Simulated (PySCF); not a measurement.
# A gas-phase reaction: H6OSi2 + Br2 → BrH5OSi2 + BrH

Wanted: the reaction energy for `O[SiH2][SiH3]` + `BrBr` → `O[SiH]([SiH3])Br` + `Br`.

Computed with PySCF 2.14.0; each step states its level. No surroundings beyond the atoms listed, unless a continuum is named. Atoms count from 0, parts from 1.

## Step 1: The system as given

Each species was relaxed by itself at PBE0-D3(BJ)/def2-SVPD.

## Step 2: Energies of the species: wB97M-D3(BJ)/def2-TZVPD

What the job is given:

```
{"job": {"kind": "react", "xc": "wB97M-D3(BJ)", "basis": "def2-TZVPD"}, "charge": 0, "multiplicity": 1}
-1 H6OSi2 charge 0 multiplicity 1
O      1.481990    -1.150730    -0.491440
Si     0.291620    -0.011780    -0.840650
Si    -0.807040     0.447880     1.176300
H      1.986680    -1.512520    -1.223040
H      0.898640     1.231450    -1.415800
H     -0.668800    -0.547750    -1.858560
H     -1.870950     1.468830     0.926450
H     -1.445010    -0.790020     1.716290
H      0.151490     0.988140     2.186410

-1 Br2 charge 0 multiplicity 1
Br     1.149460     0.004900    -0.016970
Br    -1.151590    -0.013650     0.017990

+1 BrH5OSi2 charge 0 multiplicity 1
O     -1.710380     0.949070     0.525690
Si    -0.109750     0.915380     0.055110
Si     0.589880    -1.312040     0.169250
Br     0.093820     1.616290    -2.071000
H     -2.163600     1.796000     0.551800
H      0.697540     1.885700     0.850720
H      2.006850    -1.389980    -0.292930
H     -0.281200    -2.137180    -0.716320
H      0.497020    -1.801760     1.577220

+1 BrH charge 0 multiplicity 1
Br     0.714630     0.011410    -0.017960
H     -0.708530    -0.008120     0.018030
```

With the program's defaults for keys left out, this is: wB97M-D3(BJ)/def2-TZVPD reaction energy of separated species, gas phase.

Run with:

```sh
OMP_NUM_THREADS=1 python cluster_run.py task.json out
```

The driver reads the jobs from task.json and runs them one after another.

**Question.** The jobs that follow are: PBE0-D3(BJ)/def2-TZVPD reaction energy of separated species, gas phase. Predict: reaction energy (wB97M-D3(BJ)/def2-TZVPD); ΔH, ΔG at 298 K (xTB thermal terms). Thermal terms come from harmonic xTB runs on each species.

**Answer**, as computed:

```
                                                quantity                      value
               reaction energy (wB97M-D3(BJ)/def2-TZVPD)            -47.81 kcal/mol
                     ΔH, ΔG at 298 K (xTB thermal terms)      -48.2, -47.6 kcal/mol
range of the reaction energy over the runs of this table  -47.81 to -47.49 kcal/mol
```

In words: The reaction is exothermic by 48.2 kcal/mol in the gas phase; dispersion gives -0.70, and xTB itself gave -27.13 for the electronic energy (xTB energies and thermal terms come from the earlier relaxation of each species, not shown). No barrier was sought. xTB and this level differ widely in the electronic energy, so what comes from xTB (the thermal terms above all) is less safe here. The reaction energy runs from -47.81 (wB97M-D3(BJ)/def2-TZVPD) to -47.49 kcal/mol (PBE0-D3(BJ)/def2-TZVPD).
